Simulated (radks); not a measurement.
# Nuclear size and the levels of Ni²⁺

One table from this session's results is given with a row withheld; the runs are named, their logs left out.

Program: radks (a radial shooting solver on a logarithmic mesh, Libxc functionals) version 1. Level of theory: Dirac Kohn-Sham, LDA (Slater exchange, Perdew-Wang correlation), spin-unpolarised, spherical densities, finite nucleus; open shells fill j = l - 1/2 first. These are calculated values, not measurements, unless marked.

### Starting point

- element: nickel (Z = 28)
- charge: +2
- electrons: 26
- configuration: [Ar] 3d8
- nuclear rms radius: 3.7757 fm

Set-up of the first run:

Settings of this run:

```text
Z 28
configuration [Ar] 3d8 4s0 4p0
relativity Dirac
functional lda,pw
spin unpolarised
j_filling energy
nucleus finite rms 3.7757 fm
c 137.035999084
```

Among the steps run: rms radius 3.7757 fm.

One of the session's tables, all rows but one given; the rest of the session is left out.

It belongs to the step «rms radius 3.7757 fm». From the orbitals of this run (lengths in bohr):

```
level     <r>  outermost maximum (interpolated)  90 % within  nodes
3s1/2  0.7421                             0.640         1.11      2
3p1/2  0.7731                             0.642         1.20      1
3p3/2  0.7833                             0.650         1.21      1
3d3/2  0.9653                             0.626         1.68      0
3d5/2  0.9711                             0.629         1.69      0
4s1/2   2.320                              2.01         3.42      3
4p1/2       ?                                 ?            ?      ?
4p3/2   2.794                              2.39         4.16      2
```

Q: Estimate the row for 4p1/2 from the others.

As computed: <r>: 2.768; outermost maximum (interpolated): 2.36; 90 % within: 4.13; nodes: 2. In the column «<r>» it lies between 4s1/2 (2.320) and 4p3/2 (2.794).
